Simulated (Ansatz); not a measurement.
# SiV: the cost of one run

Computed with Ansatz 0.2.0, Gaussian basis. Level: def2-TZVPP, core rule «outside noble gas», up to 14 orbitals frozen.

Plan: UHF; CCSD(T) on ROHF; CCSD(T) on UHF; CCSDT(Q) on ROHF; CCSDT(Q) on UHF.

16 further runs of the same task are left out: 10 for a known fault of the program, 1 that didn't finish, 5 set aside as unsound or not needed.

## (1) The system

The geometry is a PBE0/def2-TZVP stationary point (not a proven minimum) of the parent state, kept for this charge and spin.

2 atoms, charge 0, spin multiplicity 6.

Atoms are counted from 1 here; the program's logs count them from 0.

Bond lengths: V1–Si2 2.381 Å.

As a file:

```xyz
2
SiV
V     0.0000    0.0000    0.0000
Si    0.0000    0.0000    2.3814
```

## (2) UHF

Contents of in.yaml:

```yaml
crystal:
  periodic: [false, false, false]
  atoms:
    - {symbol: V, position_ang: [0.000000, 0.000000, 0.000000]}
    - {symbol: Si, position_ang: [0.000000, 0.000000, 2.381400]}
basis:
  gaussian: {orbitals: def2-TZVPP}
magnetization: {spin_polarized: true, initial_magnetization: 5}
hamiltonian: {xc: hf}
output: {orbitals: {seedname: orbitals}}
```

On the command line:

```sh
$ ansatz run in.yaml --threads 1 --pin off --events-out ev --progress --plain --max-ram 4096MiB --backend cpu
```

Q: Estimate wall time and peak memory on 1 thread of AMD EPYC 7R13, shared host.

About 86 s, with a peak of 0.32 GiB.
